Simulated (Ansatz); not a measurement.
# Ca4Si: the cost of one run

Computed with Ansatz 0.2.0 (DFT PBE, scalar-relativistic, plane waves, PAW, unless a step's input says otherwise).

2 further runs of the same task are left out: 2 that didn't finish.

**1. The starting structure**

Symmetry: I-43m, No. 217, cubic system. Conventional cell: a = 6.546 Å, b = 6.546 Å, c = 6.546 Å, α = 90.00°, β = 90.00°, γ = 90.00°. Around Ca (site symmetry 3m) lie 1 Si at 1.98 Å. Si (site symmetry -43m) has 4 Ca at 1.98 Å as nearest neighbours.

Structure file:

```
CELL_PARAMETERS angstrom
-3.27299 3.27299 3.27299
3.27299 -3.27299 3.27299
3.27299 3.27299 -3.27299
ATOMIC_POSITIONS crystal
Ca 0.34960 0.34960 0.34960
Ca 0.65040 0.00000 0.00000
Ca 0.00000 0.00000 0.65040
Ca 0.00000 0.65040 0.00000
Si 0.00000 0.00000 0.00000
```

The cell is invented: species swapped into a database cell of GeF4 (I-43m, No. 217), with Si on the Ge sites and Ca on the F sites. The dimensions are guesses.

**2. The guess as it stands, on a coarse mesh**

input.yaml reads:

```yaml
crystal:
  lattice:
    - [-3.272988, 3.272988, 3.272988]
    - [3.272988, -3.272988, 3.272988]
    - [3.272988, 3.272988, -3.272988]
  atoms:
    - { symbol: Ca, position: [0.34959999, 0.34959999, 0.34959999] }
    - { symbol: Ca, position: [0.65040001, 0.0, 0.0] }
    - { symbol: Ca, position: [0.0, 0.0, 0.65040001] }
    - { symbol: Ca, position: [0.0, 0.65040001, 0.0] }
    - { symbol: Si, position: [0.0, 0.0, 0.0] }
basis:
  ecutwfc: 420
kpoints:
  mp_grid: { grid: [4, 4, 4] }
hamiltonian:
  xc: pbe
scf:
  occupations: { method: gaussian, width: 0.1 }
  lower_state_search: "off"
output:
  forces: true
  stress: true
  eigenvalues: true
```

Started as:

```bash
ansatz run input.yaml --threads 1 --pin off --max-ram 2048MiB --backend cpu --events-out ev --progress --plain --runs-dir out
```

**Question.** How long does this run take on 1 thread of Arm Neoverse V2, shared host, and how much memory does it need?

About 2.6 s, with a peak of 0.31 GiB.
